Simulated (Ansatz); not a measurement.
# BiTe (R-3m) in Ansatz: notebook

One crystal, BiTe, is run at these levels: PBE; tasks: single point, equation of state.

All numbers are computed with Ansatz 0.2.0; they aren't measurements. Logs are shortened: lines on timing, memory, paths and dates and some standing lists are left out, and cuts for length are marked.

## (1) The structure

Symmetry: R-3m, No. 166, trigonal system. The conventional cell has a = 4.845 Å, b = 4.845 Å, c = 9.952 Å, α = 90.00°, β = 90.00°, γ = 120.00°. Bi (site symmetry -3m) is surrounded by 6 Te at 3.25 Å. Te (site symmetry -3m) is surrounded by 6 Bi at 3.25 Å.

The cell comes from a database or a generator and needn't be the stable form of this composition.

## (2) Single point, PBE, 31.70 Å³/atom (volume scaled by 0.94)

File input.yaml:

```yaml
crystal:
  lattice:
    - [2.3732508797, 1.3701970343, 3.2495731172]
    - [-2.3732508797, 1.3701970343, 3.2495731172]
    - [0.0, -2.7403940685, 3.2495731172]
  atoms:
    - { symbol: Bi, position: [0.5, 0.5, 0.5] }
    - { symbol: Te, position: [0.0, 0.0, 0.0] }
hamiltonian:
  xc: pbe
  pseudopotentials: { kind: nc, accuracy: stringent }
kpoints:
  mp_grid: { grid: [7, 7, 7] }
scf:
  occupations: { method: fermi_dirac, width: 0.05 }
output:
  forces: true
  stress: true
  eigenvalues: true
```

Potentials or basis: PseudoDojo stringent (PBE files).

Launch:

```
ansatz run input.yaml --threads 2 --pin off --max-ram 5632MiB --backend cpu --events-out ev --progress --plain --runs-dir out
```

Output:

```text
Warning: RAYON_NUM_THREADS=2 ignored (pool sized by the plan → 2); use --threads N
Engine: ansatz 0.2.0, aarch64-unknown-linux-gnu
Pseudopotentials: kind: nc
Pseudopotential: Bi, nc, valence charge 23, recommended cutoff 1197.300995 eV (normal), Bi.nc.azcp (PseudoDojo's, or run here from an input of PseudoDojo's; its table is named by hamiltonian.pseudopotentials.accuracy)
Pseudopotential: Te, nc, valence charge 24, recommended cutoff 1450 eV (normal), Te.nc.azcp (PseudoDojo's, or run here from an input of PseudoDojo's; its table is named by hamiltonian.pseudopotentials.accuracy)
Functional definition: PBE
  parameter kappa = 0.804
  parameter beta = 0.06672455060314922
  exchange = pbe_x(kappa = kappa, mu = beta*pi^2/3)
  correlation = pbe_c(beta = beta)
Crystal: 2 atoms, lattice volume = 63.402 Å³
Basis set: ecut = 1450 eV, 7971 PW (Γ), exchange–correlation on 108×108×108 points (8 copies of the dense FFT grid, shifted against one another)
Bands: 29, of which v1, the nominal top of the filled ones, is band 24 counted from 1 (23 counted from 0)
Symmetry: 12 space group operations
Space group: R-3m (ITA 166), of the structure as read, at distance tolerance 4.0e-5 Å
k-points: 44 of 343
Non-local potential: Bi, projectors of the file, l = 0: 2, l = 1: 2, l = 2: 2, l = 3: 1
Non-local potential: Te, projectors of the file, l = 0: 2, l = 1: 2, l = 2: 2, l = 3: 2
Initial density: superposition of atomic densities (chi_scale 0.1, normalization cell, long waves kept (reshape's long-wave potential 0.00 eV rms))
Initial wavefunctions: pseudopotential atomic-orbital guess
Functional: x = pbe(κ = 0.804, μ = 0.2195149727645171), c = pbe(β = 0.06672455060314922)
SCF iter   1: F=—  HF=-13953.254916 eV  |F-HF|=—  |Δ(HF+E_count)|=         —  Δρ=1.12e-2  dr2=6.43e-2  ethr=3.10e-3  ⟨swp⟩=8.3  Hψ=6217  notcnv=0
preconditioner: auto → LDOS  [metal: Δε(μ)=0.024 eV  Ē_g=10.499 eV  σ=0.050 eV  W_gap=0.12  n_scr=14 (ndim 8)  ℏωp=15.5 eV  f_vac=0.019  D(μ)=1.42/eV (n_scr^D=14)  β→1.0]
SCF iter   2: F=—  HF=-13953.264172 eV  |F-HF|=—  |Δ(HF+E_count)|=   9.26e-3  Δρ=3.33e-3  dr2=5.29e-3  ethr=1.37e-4  ⟨swp⟩=3.2  Hψ=3033  notcnv=0  defer=30
SCF iter   3: F=—  HF=-13953.264734 eV  |F-HF|=—  |Δ(HF+E_count)|=   5.62e-4  Δρ=8.16e-4  dr2=1.65e-4  ethr=1.12e-5  ⟨swp⟩=2.0  Hψ=2276  notcnv=0  defer=30
SCF iter   4: F=—  HF=-13953.264718 eV  |F-HF|=—  |Δ(HF+E_count)|=   1.60e-5  Δρ=7.35e-5  dr2=1.91e-6  ethr=3.50e-7  ⟨swp⟩=3.0  Hψ=2606  notcnv=0  defer=30
SCF iter   5: F=—  HF=-13953.265361 eV  |F-HF|=—  |Δ(HF+E_count)|=   6.43e-4  Δρ=1.64e-5  dr2=1.14e-7  ethr=2.13e-10  ⟨swp⟩=14.3  Hψ=8906  notcnv=0
SCF iter   6: F=-13953.265361 eV  HF=-13953.265361 eV  |F-HF|=2.36e-11  |Δ(HF+E_count)|=   1.51e-8  Δρ=1.14e-6  dr2=4.61e-10  ethr=2.13e-10  ⟨swp⟩=6.0  Hψ=4859  notcnv=0
SCF 1 converged in 6 iterations: F = -13953.265361 eV  dr2 = 4.61e-10
SCF converged after 6 iterations
Free energy (F): -13953.265361 eV
Harris-Foulkes:  -13953.265361 eV  (|F-HF|=2.36e-11)
Internal energy: -13953.252818 eV  (E = F + TS)
E sigma→0 (E₀):  -13953.259089 eV
Entropy (-TS):   -0.012543 eV (-6.271 meV/atom)
Fermi energy:    12.677266 eV
--- Per-component energies (eV) ---
  E_band       = -1916.772159
  E_kinetic    = 4342.799678
  E_local      = -13575.195170  (includes V_loc(G=0)·N_el)
  E_nonlocal   = -24.327364
  E_hartree    = 4408.378524
  E_xc         = -1957.284459
  E_vxc        = -1476.806640  (∫ρ·V_xc dr)
  E_ewald      = -7147.624026
  E_smearing   = -0.012543  (= −TS)
  E_closure    = 0.000000  (closes the sum)
  Σ components = -13953.265361   (vs F -13953.265361, Δ=0.00e0)
--- Forces (eV/Å), atoms counted from 1 ---
  atom   1  Bi    -0.00000000     0.00000000    -0.00000000
  atom   2  Te     0.00000000     0.00000000     0.00000000
  max |Σ_I F_I| component: 1.51e-28 eV/Å
--- Stress (GPa, compression-positive) ---
        3.987222       0.000000       0.000000
        0.000000       3.987222      -0.000000
       -0.000000      -0.000000       2.875097
  P = ⅓ Tr σ = 3.6165 GPa (36.165 kbar)
--- Band table (eV; the first three rows and the last of 44) ---
  k-point 0: bands = ["-147.3546", "-141.2563", "-97.3969", "-97.3969", "-97.3554", "-79.3440", "-79.3440", "-79.3206", "-24.6759", "-24.6759", "-24.6424", "-24.6424", "-24.6275", "-10.6179", "-10.6179", "-10.6032", "-10.6032", "-10.5829", "-1.2673", "4.5971", "9.5530", "9.5530", "10.9493", "14.6751", "15.3237", "15.3237", "16.6236", "16.6236", "19.1566"]
  k-point 1: bands = ["-147.3546", "-141.2563", "-97.3969", "-97.3969", "-97.3554", "-79.3440", "-79.3440", "-79.3206", "-24.6759", "-24.6759", "-24.6424", "-24.6422", "-24.6274", "-10.6180", "-10.6176", "-10.6046", "-10.6015", "-10.5824", "-1.0795", "4.0678", "9.6757", "9.8894", "10.8666", "13.9981", "14.5468", "14.7164", "16.9249", "17.1516", "19.0639"]
  k-point 2: bands = ["-147.3546", "-141.2563", "-97.3969", "-97.3969", "-97.3554", "-79.3440", "-79.3440", "-79.3206", "-24.6758", "-24.6757", "-24.6425", "-24.6416", "-24.6273", "-10.6188", "-10.6174", "-10.6072", "-10.5979", "-10.5805", "-0.5244", "2.8802", "10.0381", "10.4351", "10.9740", "12.7932", "13.2308", "13.8226", "17.7780", "17.8321", "20.2809"]
  k-point 43: bands = ["-147.3546", "-141.2563", "-97.3969", "-97.3969", "-97.3554", "-79.3440", "-79.3440", "-79.3206", "-24.6759", "-24.6758", "-24.6407", "-24.6407", "-24.6275", "-10.6277", "-10.6257", "-10.5860", "-10.5855", "-10.5854", "1.1788", "1.6708", "8.5522", "9.6069", "9.7751", "11.8536", "12.0365", "13.3852", "19.8583", "20.4906", "20.9526"]
```

It took 10 s on 2 threads of Arm Neoverse V2, shared host; peak memory 0.66 GiB.

What came out:

* Free energy: -13953.2654 eV
* Pressure: 3.6 GPa
* Band gap on the k mesh: none (metal or under the smearing width)

Caveat: spin-orbit coupling is left out, which moves the levels of the heavy elements.

## (3) Single point, PBE, 32.38 Å³/atom (volume scaled by 0.96)

Edit input.yaml of step 2 so:

```diff
@@ -2,5 +2,5 @@
   lattice:
-    - [2.3732508797, 1.3701970343, 3.2495731172]
-    - [-2.3732508797, 1.3701970343, 3.2495731172]
-    - [0.0, -2.7403940685, 3.2495731172]
+    - [2.3899644647, 1.3798466271, 3.2724581889]
+    - [-2.3899644647, 1.3798466271, 3.2724581889]
+    - [0.0, -2.7596932542, 3.2724581889]
   atoms:
@@ -19 +19,5 @@
   eigenvalues: true
+  write_density: true
+  write_potential: true
+  elf: true
+  volumetric_format: npy
```

Potentials or basis: PseudoDojo stringent (PBE files).

Launch:

```
ansatz run input.yaml --threads 2 --pin off --max-ram 5632MiB --backend cpu --events-out ev --progress --plain --runs-dir out
```

Run time: 17 s. Hardware: 2 threads of Arm Neoverse V2, shared host; peak memory 0.67 GiB.

It converged, with:

```
Free energy            : -13953.2903 eV
Pressure               : 2.3 GPa
Band gap on the k mesh : none (metal or under the smearing width)
```

Caveat: spin-orbit coupling is left out, which moves the levels of the heavy elements.

## (4) Single point, PBE, 33.05 Å³/atom (volume scaled by 0.98)

File input.yaml:

```yaml
crystal:
  lattice:
    - [2.4064474992, 1.3893631114, 3.2950275793]
    - [-2.4064474992, 1.3893631114, 3.2950275793]
    - [0.0, -2.7787262229, 3.2950275793]
  atoms:
    - { symbol: Bi, position: [0.5, 0.5, 0.5] }
    - { symbol: Te, position: [0.0, 0.0, 0.0] }
hamiltonian:
  xc: pbe
  pseudopotentials: { kind: nc, accuracy: stringent }
kpoints:
  mp_grid: { grid: [7, 7, 7] }
scf:
  occupations: { method: fermi_dirac, width: 0.05 }
output:
  forces: true
  stress: true
  eigenvalues: true
```

Launch:

```
ansatz run input.yaml --threads 2 --pin off --max-ram 5632MiB --backend cpu --events-out ev --progress --plain --runs-dir out
```

Wall time 9.9 s (2 threads of Arm Neoverse V2, shared host); peak memory 0.67 GiB.

It converged, with:

```yaml
Free_energy: -13953.3051 eV
Pressure: 1.2 GPa
Band_gap_on_the_k_mesh: none (metal or under the smearing width)
```

Caveat: spin-orbit coupling is left out, which moves the levels of the heavy elements.

## (5) Single point, PBE, 33.72 Å³/atom

Edit input.yaml of step 4 so:

```diff
@@ -2,5 +2,5 @@
   lattice:
-    - [2.4064474992, 1.3893631114, 3.2950275793]
-    - [-2.4064474992, 1.3893631114, 3.2950275793]
-    - [0.0, -2.7787262229, 3.2950275793]
+    - [2.4227077728, 1.3987509848, 3.3172919545]
+    - [-2.4227077728, 1.3987509848, 3.3172919545]
+    - [0.0, -2.7975019696, 3.3172919545]
   atoms:
```

Launch:

```
ansatz run input.yaml --threads 2 --pin off --max-ram 5632MiB --backend cpu --events-out ev --progress --plain --runs-dir out
```

Run time: 12 s. Hardware: 2 threads of Arm Neoverse V2, shared host; peak memory 0.68 GiB.

It converged, with:

```yaml
Free_energy: -13953.3107 eV
Pressure: 0.2 GPa
Band_gap_on_the_k_mesh: none (metal or under the smearing width)
```

Caveat: spin-orbit coupling is left out, which moves the levels of the heavy elements.

## (6) Single point, PBE, 34.40 Å³/atom (volume scaled by 1.02)

Edit input.yaml of step 5 so:

```diff
@@ -2,5 +2,5 @@
   lattice:
-    - [2.4227077728, 1.3987509848, 3.3172919545]
-    - [-2.4227077728, 1.3987509848, 3.3172919545]
-    - [0.0, -2.7975019696, 3.3172919545]
+    - [2.4387526627, 1.4080145063, 3.3392614156]
+    - [-2.4387526627, 1.4080145063, 3.3392614156]
+    - [0.0, -2.8160290126, 3.3392614156]
   atoms:
```

Potentials or basis: PseudoDojo stringent (PBE files).

Launch:

```
ansatz run input.yaml --threads 2 --pin off --max-ram 5632MiB --backend cpu --events-out ev --progress --plain --runs-dir out
```

It took 12 s on 2 threads of Arm Neoverse V2, shared host; peak memory 0.72 GiB.

It converged, with:

```yaml
Free_energy: -13953.3081 eV
Pressure: -0.8 GPa
Band_gap_on_the_k_mesh: none (metal or under the smearing width)
```

Caveat: spin-orbit coupling is left out, which moves the levels of the heavy elements.

## (7) Single point, PBE, 35.07 Å³/atom (volume scaled by 1.04)

Edit input.yaml of step 6 so:

```diff
@@ -2,5 +2,5 @@
   lattice:
-    - [2.4387526627, 1.4080145063, 3.3392614156]
-    - [-2.4387526627, 1.4080145063, 3.3392614156]
-    - [0.0, -2.8160290126, 3.3392614156]
+    - [2.4545891627, 1.4171577139, 3.3609455389]
+    - [-2.4545891627, 1.4171577139, 3.3609455389]
+    - [0.0, -2.8343154277, 3.3609455389]
   atoms:
```

Launch:

```
ansatz run input.yaml --threads 2 --pin off --max-ram 5632MiB --backend cpu --events-out ev --progress --plain --runs-dir out
```

It took 12 s on 2 threads of Arm Neoverse V2, shared host; peak memory 0.73 GiB.

Results (log left out):

* Free energy: -13953.2982 eV
* Pressure: -1.6 GPa
* Band gap on the k mesh: none (metal or under the smearing width)

Caveat: spin-orbit coupling is left out, which moves the levels of the heavy elements.

## (8) Single point, PBE, 35.75 Å³/atom (volume scaled by 1.06)

Edit input.yaml of step 7 so:

```diff
@@ -2,5 +2,5 @@
   lattice:
-    - [2.4545891627, 1.4171577139, 3.3609455389]
-    - [-2.4545891627, 1.4171577139, 3.3609455389]
-    - [0.0, -2.8343154277, 3.3609455389]
+    - [2.4702239101, 1.4261844395, 3.3823534125]
+    - [-2.4702239101, 1.4261844395, 3.3823534125]
+    - [0.0, -2.852368879, 3.3823534125]
   atoms:
```

Launch:

```
ansatz run input.yaml --threads 2 --pin off --max-ram 5632MiB --backend cpu --events-out ev --progress --plain --runs-dir out
```

It took 12 s on 2 threads of Arm Neoverse V2, shared host; peak memory 0.73 GiB.

Results (log left out):

- Free energy: -13953.2817 eV
- Pressure: -2.3 GPa
- Band gap on the k mesh: none (metal or under the smearing width)

Caveat: spin-orbit coupling is left out, which moves the levels of the heavy elements.

## (9) Equation of state, PBE

Potentials or basis: PseudoDojo stringent.

No new run: the results of the series are fitted here.

Results:

```yaml
Equilibrium_volume: 33.84 Å³/atom
Bulk_modulus_at_fixed_shape_and_positions: 48 GPa
Pressure_derivative_of_the_bulk_modulus: 4.6
```

Energy against volume, from the lowest point:
```tsv
volume (Å³/atom)	energy (meV/atom)
31.701	22.65
32.376	10.17
33.050	2.80
33.725	0.00
34.399	1.29
35.074	6.25
35.748	14.47
```

Caveat: the cell was scaled at fixed shape and fractional positions, which overstates the stiffness of a crystal with free parameters, most of all of layers and chains; spin-orbit coupling is left out, which moves the levels of the heavy elements.
